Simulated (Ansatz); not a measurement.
# ZrTi3O8: the band gap up the ladder of functionals

One table from this session's results is given with a row withheld; the runs are named, their logs left out.

Program: Ansatz 0.2.0. PAW datasets, plane waves. These are computed values for a spin-unpolarised cell that may be hypothetical; none is a measurement.

### The cell

The cell was relaxed beforehand with r2SCAN.

Space group Cm (No. 8), monoclinic; a = 10.584 Å, b = 3.846 Å, c = 7.665 Å, β = 110.9° in the conventional setting, 12.15 Å³ an atom. Around Ti lie 6 O at 1.88–2.05 Å; around Ti lie 6 O at 1.89–2.08 Å; around O lie 3 Ti at 1.97–1.98 Å; around O lie 2 Ti at 1.92–1.94 Å and 1 Zr at 2.07 Å; around O lie 3 Ti at 1.88–2.08 Å.

Coordinates:

Space group Cm (No. 8). a = 10.584 Å, b = 3.846 Å, c = 7.665 Å, α = 90.00°, β = 110.88°, γ = 90.00°
```csv
atom,site,symmetry,x,y,z
Ti,2a,m,0.4928,0.5000,0.9866
Ti,2a,m,0.2512,0.5000,0.6250
O,2a,m,0.0512,0.5000,0.5252
O,2a,m,0.2962,0.5000,0.8909
O,2a,m,0.4611,0.5000,0.7286
O,2a,m,0.2082,0.0000,0.6043
Ti,2a,m,0.0084,0.0000,0.5007
Zr,2a,m,0.2473,0.5000,0.1292
O,2a,m,0.0278,0.5000,0.0148
O,2a,m,0.3027,0.5000,0.4127
O,2a,m,0.4623,0.5000,0.2363
O,2a,m,0.1909,0.0000,0.0957
```

The first run:

input.yaml

```yaml
crystal:
  lattice:
    - [5.2919599038, -1.9229502802, 0.0386126336]
    - [5.2919599038, 1.9229502802, 0.0386126336]
    - [-2.7843430999, 0.0, 7.1413590118]
  atoms:
    - { symbol: Ti, position: [0.0071895915, 0.0071895915, 0.0133925032] }
    - { symbol: Ti, position: [0.2487934851, 0.2487934851, 0.3749863343] }
    - { symbol: O, position: [0.4487768329, 0.4487768329, 0.4747778664] }
    - { symbol: O, position: [0.2038482189, 0.2038482189, 0.1091228114] }
    - { symbol: O, position: [0.0389488169, 0.0389488169, 0.2713889804] }
    - { symbol: O, position: [0.791798659, 0.791798659, 0.3957446833] }
    - { symbol: Ti, position: [-0.0083999127, -0.0083999127, 0.4992926193] }
    - { symbol: Zr, position: [0.2526872541, 0.2526872541, 0.8707780931] }
    - { symbol: O, position: [0.472221102, 0.472221102, 0.9851723885] }
    - { symbol: O, position: [0.197348183, 0.197348183, 0.5873331616] }
    - { symbol: O, position: [0.0376845522, 0.0376845522, 0.7636806723] }
    - { symbol: O, position: [0.8091032171, 0.8091032171, 0.9043298863] }
kpoints:
  mp_grid: { grid: [8, 8, 4] }
  band_path:
    path:
      - [[0.0, 0.0, 0.0], [-0.2878123212531, 0.2878123212531, 1.660349145294e-17]]
      - [[0.2878123212531, 0.7121876787469, -5.473507439655e-18], [0.5, 0.5, -7.615250036107e-17], [0.0, 0.0, 0.0], [0.5, 0.5, -0.5], [0.2692009387309, 0.7307990612691, -0.5]]
      - [[-0.2692009387309, 0.2692009387309, -0.5], [-4.34222560468e-19, -5.019558858153e-19, -0.5], [0.0, 0.0, 0.0]]
      - [[-4.634892180967e-17, 0.5, -0.5], [0.0, 0.0, 0.0], [-2.978368150597e-17, 0.5, -8.402574595505e-19]]
    npoints: 10
hamiltonian:
  xc: pbe
scf:
  occupations: { method: fermi_dirac, width: 0.02 }
  n_extra_bands: 7
output:
  forces: true
  stress: true
  eigenvalues: true
  write_density: true
  write_potential: true
  elf: true
  volumetric_format: npy
```

Among the steps run: Band structure with PBE; r2SCAN at the same geometry; HSE06; PBE+SOC at the same geometry; Single point with PBE0.

One of the session's tables, all rows but one given; the rest of the session is left out.

| level | gap (eV) |
| --- | --- |
| PBE | 2.32 |
| r2SCAN | 2.70 |
| HSE06 | 3.81 |
| PBE+SOC | 2.32 |
| PBE0 | ? |

Estimate the missing values for PBE0.

The run gave: gap (eV): 4.57. In the column «gap (eV)» it is the highest.

Meshes: PBE 8×8×4, r2SCAN 8×8×4, HSE06 4×4×2, PBE+SOC 8×8×4, PBE0 4×4×2

What this shows: The gap runs from 2.32 eV (PBE) to 4.57 eV (PBE0). PBE reaches 61 % of the HSE06 value, and r2SCAN 71 %. PBE0 lies 0.75 eV above HSE06, which differs from it by screening the long-range exchange.

Limits of these values: Warnings in the runs' records: stress scf threshold loose, stress exchange threshold loose.
